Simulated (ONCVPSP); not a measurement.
# An ONCV potential for Nd, from input to tests

Task: generate the file, and judge it by its errors in other configurations, its logarithmic derivatives, its ghosts and its cutoff.

Program: ONCVPSP 4.0.1.1 (patched build). Reference atom: LDA (Perdew-Wang 92), scalar-relativistic, spherical and spin-unpolarised. All values are calculated.

**1. Settings**

Typed settings, in words:

* element: neodymium (Nd, Z = 60)
* type: optimised norm-conserving Vanderbilt (ONCV)
* frozen core: [Kr] 4d10
* valence charge: 14
* reference configuration: 4f4 5s2 5p6 6s1 (charge +1)
* partial waves: 5s+6s: rc 2.30 bohr, ncon 4, nbas 7, qcut 3.9 1/bohr, 2 projectors; 5p: rc 2.25 bohr, ncon 4, nbas 9, qcut 5.8 1/bohr, 2 projectors, debl 0.4 Ha; d scattering state at 0.33 Ha: rc 2.25 bohr, ncon 3, nbas 7, qcut 3.7 1/bohr, 2 projectors, debl 0.6 Ha; 4f: rc 1.15 bohr, ncon 4, nbas 8, qcut 14 1/bohr, 1 projector
* local potential: polynomial inside 0.90 bohr (lpopt 1, dvloc0 3 Ha)
* core correction: Teter function, fcfact 3.5, rcfact 1.6

An earlier all-electron run gives the scale for the radii.

All-electron outer shells of the reference configuration (LDA (PZ), scalar-relativistic, ld1.x):

```
shell  level (eV)  outermost node (bohr)  outermost maximum (bohr)
   5s      -46.62                   0.72                      1.32
   5p      -28.19                   0.77                      1.50
   6s       -8.45                   1.76                      3.51
   4f       -7.92                      –                      0.67
   5d       -7.53                   0.88                      2.18
   6p       -5.38                   2.10                      4.45
```

**2. The generation run**

Input file Nd.dat:

```
# ATOM AND REFERENCE CONFIGURATION
# atsym  z   nc   nv     iexc    psfile
  Nd 60.00    9    4  -001012      upf
#
#   n    l    f
    1    0    2.00
    2    0    2.00
    2    1    6.00
    3    0    2.00
    3    1    6.00
    3    2   10.00
    4    0    2.00
    4    1    6.00
    4    2   10.00
    4    3    4.00
    5    0    2.00
    5    1    6.00
    6    0    1.00
#
# PSEUDOPOTENTIAL AND OPTIMIZATION
# lmax
    3
#
#   l,   rc,      ep,       ncon, nbas, qcut
    0    2.30    0.00    4    7    3.90
    1    2.25    0.00    4    9    5.80
    2    2.25    0.33    3    7    3.70
    3    1.15    0.00    4    8   14.00
#
# LOCAL POTENTIAL
# lloc, lpopt,  rc(5),   dvloc0
    4    1    0.90    3.00
#
# VANDERBILT-KLEINMAN-BYLANDER PROJECTORs
# l, nproj, debl
    0    2    1.20
    1    2    0.40
    2    2    0.60
    3    1    1.00
#
# MODEL CORE CHARGE
# icmod, fcfact, rcfact
    3    3.50    1.60
#
# LOG DERIVATIVE ANALYSIS
# epsh1, epsh2, depsh
   -3.00    5.00    0.02
#
# OUTPUT GRID
# rlmax, drl
    6.00    0.01
#
# TEST CONFIGURATIONS
# ncnf
    4
# nvcnf
#   n    l    f
    4
    4    3    4.00
    5    0    2.00
    5    1    6.00
    6    0    2.00
#
    4
    4    3    4.00
    5    0    2.00
    5    1    6.00
    6    0    0.00
#
    4
    4    3    3.00
    5    0    2.00
    5    1    6.00
    6    0    0.00
#
    4
    4    3    3.00
    5    0    2.00
    5    1    6.00
    6    0    2.00
#
```

On the command line:

```
$ oncvpsp.x < Nd.dat > Nd.out
```

Q: Predict the outcome of this session. Wanted: cutoffs for 1 and 0.1 mHa per electron, occupied waves; bound ghosts; GHOST(+) flags; largest test error; largest phase difference near zero energy, channels read; rms error of d²Exc/dn², without and with the model core; projector energies reset by the program.

As calculated:

| quantity | value |
| --- | --- |
| cutoffs for 1 and 0.1 mHa per electron, occupied waves | 86 Ha and 95 Ha |
| bound ghosts | s at -114.68 eV |
| GHOST(+) flags | p at 45 eV |
| largest test error (AE − PS) | +83 meV, for 4f3 5s2 5p6 6s2 |
| largest phase difference near zero energy, channels read | 0.003 rad |
| rms error of d²Exc/dn², without and with the model core | 10.05 and 4.45 mHa |
| projector energies reset by the program | p: -1.036, 0.250 Ha; d: 0.050, 0.650 Ha |

What this shows: It has a bound ghost (s), a state that the atom doesn't have, and that rules the file out. By total energies transferability is fair: the largest error is 83 meV on 2.4 eV, for 4f3 5s2 5p6 6s2. By its cutoff, 86 Ha for the looser tolerance, it is very hard. At the looser tolerance the 4f wave is the slowest; 5p needs 10 Ha. Near zero energy the phases of the channels with partial waves agree within 0.003 rad. The program also flags highly localised states, GHOST(+) (p). These are tests on the free atom; a crystal test is still owed.
